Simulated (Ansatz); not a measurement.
I need a frozen displacement of one atom of NaBeH3, space group Pm-3m. Use the Python package of Ansatz (0.2.0). Settings (first run): PBEsol, norm-conserving potentials, the default cutoff (1197 eV here), 7×7×7 k-points, fixed occupations.

```
CELL_PARAMETERS angstrom
3.34289 0.00000 0.00000
0.00000 3.34289 0.00000
0.00000 0.00000 3.34289
ATOMIC_POSITIONS crystal
Na 0.50000 0.50000 0.50000
Be 0.00000 0.00000 0.00000
H 0.50000 0.00000 0.00000
H 0.00000 0.50000 0.00000
H 0.00000 0.00000 0.50000
```

`nabeh3.py`:
```python
"""Frozen displacement of one atom in NaBeH3."""

import logging
import sys

import ansatz as az
import numpy as np
from pymatgen.core import Lattice, Structure
from pymatgen.io.ase import AseAtomsAdaptor

logging.basicConfig(stream=sys.stdout, format="%(levelname)s:%(name)s:%(message)s")
log = logging.getLogger("ansatz_job")
log.setLevel(logging.INFO)

pmg_structure = Structure(
    Lattice([(3.34289, 0.0, 0.0), (0.0, 3.34289, 0.0), (0.0, 0.0, 3.34289)]),
    ["Na", "Be", "H", "H", "H"],
    [
        (0.5, 0.5, 0.5),
        (0.0, 0.0, 0.0),
        (0.5, 0.0, 0.0),
        (0.0, 0.5, 0.0),
        (0.0, 0.0, 0.5),
    ],
)
xtal = az.Crystal.from_ase(AseAtomsAdaptor.get_atoms(pmg_structure))

inverse = np.linalg.inv(np.array(xtal.lattice.vectors))
home = np.array(xtal.sites[1].position)
values = np.linspace(-0.02, 0.02, 5)
energies, pulls = [], []
for shift in values:
    moved = xtal.move(1, to=home + shift * inverse[2])
    calculation = (
        moved.calculation()
        .functional("pbesol")
        .pseudopotentials("nc")
        .accuracy("medium")
        .kpoints(mesh=(7, 7, 7))
        .occupations("fixed")
        .scf(tolerance=1e-09)
        .forces()
    )
    r = calculation.run(threads=1).report
    energies.append(r["free_energy_ev"])
    pulls.append(r["forces_ev_ang"][1][2])

# the force is minus the slope of the free energy
log.info("shift (A)   dE (eV)   force along z (eV/A)")
for shift, e, f in zip(values, energies, pulls):
    log.info(f"{shift:8.3f} {e - energies[2]:10.5f} {f:12.4f}")
log.info(f"stiffness from energies {2 * np.polyfit(values, energies, 2)[0]:.3f}, from forces {-np.polyfit(values, pulls, 1)[0]:.3f} eV/A^2")
```

```console
$ python nabeh3.py
DeckWarning: basis.ecutwfc = 1197.300995 eV, auto-derived from the records' recommended cutoffs: set by Na (normal level)
INFO:ansatz_job:shift (A)   dE (eV)   force along z (eV/A)
INFO:ansatz_job:  -0.020    0.00033       0.0330
INFO:ansatz_job:  -0.010    0.00008       0.0164
INFO:ansatz_job:   0.000    0.00000       0.0000
INFO:ansatz_job:   0.010    0.00008      -0.0164
INFO:ansatz_job:   0.020    0.00033      -0.0330
INFO:ansatz_job:stiffness from energies 1.641, from forces 1.647 eV/A^2
```
(Warnings from the package without file and line.)

The curvature of the energy gives 1.641 eV/Å² and the slope of the force 1.647 eV/Å², a positive curvature.

Notes:
- These settings explore the input space; cutoff and mesh may be short of convergence.
- This cell is a computed structure, which may not be the phase found in nature.
- All periodic images of the atom move with it, so the curvature is one diagonal element of the zone-centre force constants and no normal mode; a positive value doesn't exclude soft modes in which several atoms move.
- Hardware and time: 21 s on 1 thread of Arm Neoverse V2 (shared host), peak memory 0.46 GiB.
